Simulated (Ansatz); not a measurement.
This script makes an equation of state with a fit of Mg₃Sc, space group Pm-3m with Ansatz 0.2.0 through its Python package.

Script `mg3sc_eos.py`:
```python
import warnings

import ansatz as az
import numpy as np

vectors0 = np.array([
    [4.513144, 0.0, 0.0],
    [0.0, 4.513144, 0.0],
    [0.0, 0.0, 4.513144],
])
sites = [
    ('Mg', (0.5, 0.5, 0.0)),
    ('Mg', (0.5, 0.0, 0.5)),
    ('Mg', (0.0, 0.5, 0.5)),
    ('Sc', (0.0, 0.0, 0.0)),
]


def on_lattice(cell):
    crystal = az.Crystal(lattice=az.Lattice.of(cell))
    for symbol, position in sites:
        crystal = crystal.atom(symbol, position)
    return crystal


def main() -> None:
    warnings.simplefilter('ignore', az.DeckWarning)

    volumes, energies, pressures = [], [], []
    for scale in np.linspace(0.92, 1.08, 7):
        cell = vectors0 * scale ** (1 / 3)
        model = on_lattice(cell).calculation()
        model = model.pseudopotentials('paw')
        model = model.occupations('fermi_dirac', width=0.05)
        model = model.functional('r2SCAN').basis(600)
        model = model.kpoints(5, 5, 5)
        model = model.stress()
        rep = model.run(threads=1).report
        volumes.append(abs(np.linalg.det(cell)) / len(sites))
        energies.append(rep['free_energy_ev'] / len(sites))
        pressures.append(np.trace(rep['stress_gpa']) / 3)
        print(f'V = {volumes[-1]:8.4f} A^3/atom  F = {energies[-1]:.5f} eV/atom  P = {pressures[-1]:8.3f} GPa')

    x = np.array(volumes) ** (-2 / 3)
    poly = np.polynomial.Polynomial.fit(x, energies, 3).convert()
    roots = poly.deriv().roots()
    x0 = min((r.real for r in roots if abs(r.imag) < 1e-9 and poly.deriv(2)(r.real) > 0), key=lambda r: abs(r - x.mean()))
    v0 = x0 ** -1.5
    b0 = 4 / 9 * poly.deriv(2)(x0) * v0 ** (-7 / 3) * 160.21766
    b1 = 4 + 2 / 3 * x0 * poly.deriv(3)(x0) / poly.deriv(2)(x0)
    print(f'V0 = {v0:.4f} A^3/atom, B0 = {b0:.1f} GPa, dB/dP = {b1:.2f}')


if __name__ == '__main__':
    main()
```

From its runs, with one value withheld:

| V (Å³/atom) | F less the lowest row shown (meV/atom) |
| --- | --- |
| 21.143 | 19.15 |
| 21.756 | 7.15 |
| 22.369 | 1.01 |
| 22.981 | 0.00 |
| 23.594 | ? |
| 24.207 | 11.02 |
| 24.820 | 22.03 |

What is the missing energy at 23.594 Å³ an atom?

A third-order Birch-Murnaghan fit, E = E0 + (9 V0 B0 / 16) [(t - 1)³ B' + (t - 1)² (6 - 4t)] with t = (V0/V)^(2/3), through the 6 rows shown gives V0 = 22.801 Å³, B0 = 45.6 GPa, B' = 3.77 and E0 = -0.20 meV. At V = 23.594 Å³, t = 0.97746, and the fit interpolates to 3.52 meV. The run gave 3.52 meV, a miss of 0.00 meV.

Reading the output:
- Spin is left out of this run.
- For a metal this k-point mesh is coarse: on a finer one energies can move by several to tens of meV an atom and pressures by half a GPa or more, differences at one mesh by less.
- Pressure is positive in compression.
- The structure comes from a database of computed cells and needn't be a stable or known phase.
